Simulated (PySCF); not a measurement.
# [Pb(CN)]+: other spin states, a change of charge and excitations

How does [Pb(CN)]+ respond at fixed geometry? The runs cover other spin states, a change of charge and excitations. The species was built from a template and needn't be a known compound.

The runs use PySCF 2.14.0; BP86, Pb def2-SVP with ECP60, C def2-SVP, N def2-SVP; scalar-relativistic core potentials, no spin–orbit coupling.

2 further runs of the same task are left out: 1 for a known fault of the program, 1 that didn't finish.

### Step 1. Where the work starts

3 atoms, charge 1, spin multiplicity 1.

Bond lengths: Pb1–C2 2.239 Å, C2–N3 1.183 Å. Angles: Pb1–C2–N3 180.0°.

Coordinates:

```xyz
3

Pb    0.0000    0.0000   -0.2216
C     0.0000    0.0000    2.0177
N     0.0000    0.0000    3.2012
```

Formal oxidation states: Pb +2. An earlier session relaxed this geometry at BP86, Pb def2-SVP with ECP60, C def2-SVP, N def2-SVP (singlet, point group C∞v).

Its energy there is -285.491686 Eh.

### Step 2. Multiplicity 3 at the relaxed geometry

Contents of run.py (the lines that set the calculation):

```python
mol = gto.M(atom='''
Pb     0.00000     0.00000    -0.22158
C      0.00000     0.00000     2.01769
N      0.00000     0.00000     3.20116''',
    basis={'Pb': 'def2-SVP', 'C': 'def2-SVP', 'N': 'def2-SVP'},
    ecp={'Pb': 'def2-SVP'},
    charge=1, spin=2)
mf = dft.UKS(mol, xc='B88,P86')
mf.grids.atom_grid = (50, 194)
mf = mf.density_fit()  # fitting sets: Pb def2-universal-JKFIT, C def2-universal-JKFIT, N def2-universal-JKFIT
mf.conv_tol = 1e-08; mf.max_cycle = 55
mf.kernel(dm0)  # dm0: free metal ions and neutral atoms
```

Launch:

```console
$ OMP_NUM_THREADS=2 python run.py
```

Log:

```text
init E= -288.80131312301
cycle= 1 E= -277.711264586862  delta_E= 11.1  |g|= 2.22  |ddm|= 3.49
  HOMO = -0.885746823365  LUMO = -0.876159483584  gap/eV = 0.26088
cycle= 2 E= -205.928143992783  delta_E= 71.8  |g|= 5.98  |ddm|= 13.5
  HOMO = -0.835411277577  LUMO = -0.801515986995  gap/eV = 0.92234
cycle= 3 E= -280.394764450799  delta_E= -74.5  |g|= 2.35  |ddm|= 12.2
cycle= 4 E= -284.631677204268  delta_E= -4.24  |g|= 0.727  |ddm|= 2.57
cycle= 5 E= -285.128498799793  delta_E= -0.497  |g|= 0.533  |ddm|=  2.2
cycle= 6 E= -284.909974397061  delta_E= 0.219  |g|= 0.922  |ddm|= 1.72
cycle= 7 E= -285.364876306337  delta_E= -0.455  |g|= 0.0918  |ddm|= 0.762
cycle= 8 E= -285.368054810378  delta_E= -0.00318  |g|= 0.0549  |ddm|=  0.2
cycle= 9 E= -285.370101886452  delta_E= -0.00205  |g|= 0.0197  |ddm|= 0.0697
cycle= 10 E= -285.370385346498  delta_E= -0.000283  |g|= 0.00184  |ddm|= 0.0289
cycle= 11 E= -285.370386095026  delta_E= -7.49e-07  |g|= 0.00165  |ddm|= 0.00642
cycle= 12 E= -285.370387612515  delta_E= -1.52e-06  |g|= 0.000676  |ddm|= 0.0018
cycle= 13 E= -285.370387889043  delta_E= -2.77e-07  |g|= 0.000101  |ddm|= 0.00069
cycle= 14 E= -285.370387900938  delta_E= -1.19e-08  |g|= 3.5e-05  |ddm|= 0.000241
cycle= 15 E= -285.370387903247  delta_E= -2.31e-09  |g|= 7.06e-06  |ddm|= 0.000124
Extra cycle  E= -285.370387903279  delta_E= -3.21e-11  |g|= 1.18e-05  |ddm|= 4.32e-05
converged SCF energy = -285.370387903279  <S^2> = 2.003756  2S+1 = 3.002503
```

Wall time 1.4 s (2 threads of Arm Neoverse V2, shared host).

It gives: E = -285.370388 Eh (+3.301 eV from the relaxed state), HOMO -10.38 eV, LUMO -14.13 eV (over both spins), ⟨S²⟩ = 2.004, Mulliken charge on Pb1 +0.90 e. An empty level of one spin lies below a filled level of the other.

### Step 3. One electron removed, multiplicity 2

run.py (the lines that set the calculation): that of step 2 with these lines changed.

```diff
@@ -6,3 +6,3 @@
     ecp={'Pb': 'def2-SVP'},
-    charge=1, spin=2)
+    charge=2, spin=1)
 mf = dft.UKS(mol, xc='B88,P86')
@@ -11,2 +11,2 @@
 mf.conv_tol = 1e-08; mf.max_cycle = 55
-mf.kernel(dm0)  # dm0: free metal ions and neutral atoms
+mf.kernel(dm0)  # dm0: the density of the relaxed state
```

Launch:

```console
$ OMP_NUM_THREADS=2 python run.py
```

Log:

```text
init E= -285.495924741359
  HOMO = -0.484040136517  LUMO = -0.475095442405  gap/eV = 0.24340
cycle= 1 E= -284.784065467736  delta_E= 0.712  |g|= 0.371  |ddm|= 0.744
  HOMO = -0.804975493426  LUMO = -0.794575863057  gap/eV = 0.28299
cycle= 2 E= -283.890151934976  delta_E= 0.894  |g|= 1.33  |ddm|= 1.55
  HOMO = -0.834699555336  LUMO = -0.79295148396  gap/eV = 1.13602
cycle= 3 E= -284.847452184132  delta_E= -0.957  |g|= 0.217  |ddm|= 1.34
  HOMO = -0.765652920268  LUMO = -0.744726617762  gap/eV = 0.56943
cycle= 4 E= -284.873599159885  delta_E= -0.0261  |g|= 0.0604  |ddm|= 0.398
  HOMO = -0.776966250593  LUMO = -0.748428121423  gap/eV = 0.77656
cycle= 5 E= -284.876393430624  delta_E= -0.00279  |g|= 0.0125  |ddm|= 0.141
  HOMO = -0.777074787092  LUMO = -0.749067705657  gap/eV = 0.76211
cycle= 6 E= -284.876446492035  delta_E= -5.31e-05  |g|= 0.00818  |ddm|= 0.0336
  HOMO = -0.777479661263  LUMO = -0.749224859188  gap/eV = 0.76885
cycle= 7 E= -284.87648400187  delta_E= -3.75e-05  |g|= 0.00205  |ddm|= 0.0109
  HOMO = -0.777472388324  LUMO = -0.749278000957  gap/eV = 0.76721
cycle= 8 E= -284.876487662699  delta_E= -3.66e-06  |g|= 0.000399  |ddm|= 0.00358
  HOMO = -0.777479922955  LUMO = -0.749229369132  gap/eV = 0.76874
cycle= 9 E= -284.876488221913  delta_E= -5.59e-07  |g|= 0.000131  |ddm|= 0.00169
  HOMO = -0.777470629255  LUMO = -0.74921793853  gap/eV = 0.76879
cycle= 10 E= -284.876488263668  delta_E= -4.18e-08  |g|= 9.67e-05  |ddm|= 0.000505
  HOMO = -0.777473157956  LUMO = -0.749213740756  gap/eV = 0.76898
cycle= 11 E= -284.876488268272  delta_E= -4.6e-09  |g|= 6.88e-05  |ddm|= 0.000179
  HOMO = -0.777494847042  LUMO = -0.749234652449  gap/eV = 0.76900
Extra cycle  E= -284.876488170154  delta_E= 9.81e-08  |g|= 0.000448  |ddm|= 0.000492
converged SCF energy = -284.876488170154  <S^2> = 0.75646187  2S+1 = 2.0064515
```

Wall time 0.8 s (2 threads of Arm Neoverse V2, shared host).

Result: E = -284.876488 Eh (+16.740 eV from the relaxed state), HOMO -21.16 eV, LUMO -20.39 eV (over both spins), ⟨S²⟩ = 0.756, Mulliken charge on Pb1 +1.66 e. 

### Step 4. One electron added, multiplicity 2

run.py (the lines that set the calculation): that of step 3 with these lines changed.

```diff
@@ -6,3 +6,3 @@
     ecp={'Pb': 'def2-SVP'},
-    charge=2, spin=1)
+    charge=0, spin=1)
 mf = dft.UKS(mol, xc='B88,P86')
```

Launch:

```console
$ OMP_NUM_THREADS=2 python run.py
```

Log:

```text
init E= -285.49545416981
  HOMO = -0.38385665061  LUMO = -0.379201320918  gap/eV = 0.12668
cycle= 1 E= -285.745383212436  delta_E= -0.25  |g|= 0.135  |ddm|= 0.867
  HOMO = -0.128794424221  LUMO = -0.11811510347  gap/eV = 0.29060
cycle= 2 E= -285.738596937051  delta_E= 0.00679  |g|= 0.215  |ddm|= 0.812
  HOMO = -0.151703577317  LUMO = -0.140139802145  gap/eV = 0.31467
cycle= 3 E= -285.755958674973  delta_E= -0.0174  |g|= 0.151  |ddm|= 0.31
  HOMO = -0.161185004634  LUMO = -0.149062272184  gap/eV = 0.32988
cycle= 4 E= -285.765625975056  delta_E= -0.00967  |g|= 0.0284  |ddm|= 0.127
  HOMO = -0.164303923071  LUMO = -0.151523561342  gap/eV = 0.34777
cycle= 5 E= -285.765943958301  delta_E= -0.000318  |g|= 0.0116  |ddm|= 0.0372
  HOMO = -0.165417981387  LUMO = -0.152308409957  gap/eV = 0.35673
cycle= 6 E= -285.766046462908  delta_E= -0.000103  |g|= 0.00248  |ddm|= 0.0193
  HOMO = -0.165464506319  LUMO = -0.152254226797  gap/eV = 0.35947
cycle= 7 E= -285.766051345174  delta_E= -4.88e-06  |g|= 0.00033  |ddm|= 0.00389
  HOMO = -0.165468264522  LUMO = -0.152245988411  gap/eV = 0.35980
cycle= 8 E= -285.766051458806  delta_E= -1.14e-07  |g|= 6.98e-05  |ddm|= 0.000704
  HOMO = -0.165468167824  LUMO = -0.152242090835  gap/eV = 0.35990
cycle= 9 E= -285.766051469252  delta_E= -1.04e-08  |g|= 3.84e-05  |ddm|= 0.000324
  HOMO = -0.165467179187  LUMO = -0.152240505782  gap/eV = 0.35992
cycle= 10 E= -285.766051471837  delta_E= -2.58e-09  |g|= 1.12e-05  |ddm|= 0.000324
  HOMO = -0.165467468909  LUMO = -0.152240846074  gap/eV = 0.35991
Extra cycle  E= -285.766051472234  delta_E= -3.97e-10  |g|= 1.69e-05  |ddm|= 0.000239
converged SCF energy = -285.766051472234  <S^2> = 0.75187559  2S+1 = 2.0018747
```

Run time: 0.7 s. Hardware: 2 threads of Arm Neoverse V2, shared host.

It gives: E = -285.766051 Eh (-7.466 eV from the relaxed state), HOMO -4.50 eV, LUMO -4.44 eV (over both spins), ⟨S²⟩ = 0.752, Mulliken charge on Pb1 +0.37 e. 

### Step 5. Singlet excitations, Tamm-Dancoff CAM-B3LYP

run.py (the lines that set the calculation): that of step 4 with these lines changed.

```diff
@@ -6,4 +6,4 @@
     ecp={'Pb': 'def2-SVP'},
-    charge=0, spin=1)
-mf = dft.UKS(mol, xc='B88,P86')
+    charge=1, spin=0)
+mf = dft.RKS(mol, xc='CAMB3LYP')
 mf.grids.atom_grid = (50, 194)
```

Launch:

```console
$ OMP_NUM_THREADS=2 python run.py
```

Log:

```text
init E= -285.254884708883
  HOMO = -0.586543847305588  LUMO = -0.313340900205445  gap/eV = 7.43423
cycle= 1 E= -285.25837154871  delta_E= -0.00349  |g|= 0.0342  |ddm|= 0.247
  HOMO = -0.575414215526365  LUMO = -0.320534435607381  gap/eV = 6.93563
cycle= 2 E= -285.258127014704  delta_E= 0.000245  |g|= 0.052  |ddm|= 0.0778
  HOMO = -0.58171023672629  LUMO = -0.319037153996472  gap/eV = 7.14770
cycle= 3 E= -285.258760470631  delta_E= -0.000633  |g|= 0.0103  |ddm|= 0.0394
  HOMO = -0.583409014727329  LUMO = -0.318870542840541  gap/eV = 7.19846
cycle= 4 E= -285.258787097155  delta_E= -2.66e-05  |g|= 0.00324  |ddm|= 0.0111
  HOMO = -0.582810292289748  LUMO = -0.318934990671632  gap/eV = 7.18041
cycle= 5 E= -285.258791455722  delta_E= -4.36e-06  |g|= 0.000501  |ddm|= 0.00642
  HOMO = -0.582812179099196  LUMO = -0.318985326831038  gap/eV = 7.17909
cycle= 6 E= -285.258791595561  delta_E= -1.4e-07  |g|= 0.000105  |ddm|= 0.00112
  HOMO = -0.582782658105854  LUMO = -0.31897682445662  gap/eV = 7.17852
cycle= 7 E= -285.258791604345  delta_E= -8.78e-09  |g|= 1.76e-05  |ddm|= 0.00031
  HOMO = -0.582786248167355  LUMO = -0.318977242121286  gap/eV = 7.17861
Extra cycle  E= -285.258791604579  delta_E= -2.34e-10  |g|= 1.01e-05  |ddm|= 5.32e-05
converged SCF energy = -285.258791604579
```

It took 4 s on 2 threads of Arm Neoverse V2, shared host.

It gives: E = -285.258792 Eh, HOMO -15.86 eV, LUMO -8.68 eV, Mulliken charge on Pb1 +1.26 e. 

Singlet excitations:

| state | energy (eV) | oscillator strength |
| --- | --- | --- |
| 1 | 3.88 | 0.0000 |
| 2 | 3.97 | 0.0000 |
| 3 | 3.97 | 0.0000 |
| 4 | 4.02 | 0.0199 |
| 5 | 4.02 | 0.0199 |
| 6 | 5.16 | 0.1306 |
| 7 | 6.25 | 0.0156 |
| 8 | 6.25 | 0.0156 |

### Step 6. Results

| state | energy from the relaxed state (eV) | ⟨S²⟩ | time |
| --- | --- | --- | --- |
| charge +1, singlet, vacuum (relaxed) | 0 | 0.00 |  |
| charge 0, doublet, vacuum | -7.47 | 0.75 | 0.7 s |
| charge +1, triplet, vacuum | 3.30 | 2.00 | 1.4 s |
| charge +2, doublet, vacuum | 16.74 | 0.76 | 0.8 s |

An electron taken off or put on is at rest in vacuum. 

In the excitation run (CAM-B3LYP), the lowest singlet lies at 3.88 eV (gaps between orbitals at other levels can't be set against it), and the brightest of the eight at 5.16 eV (f = 0.131); spin–orbit coupling would mix in triplets. Removing an electron vertically costs 16.74 eV (doublet), against −HOMO = 13.05 eV. Adding an electron vertically releases 7.47 eV (doublet). The triplet lies 3.30 eV above at this geometry. The bases are small and lack diffuse functions. Spin–orbit coupling is left out.
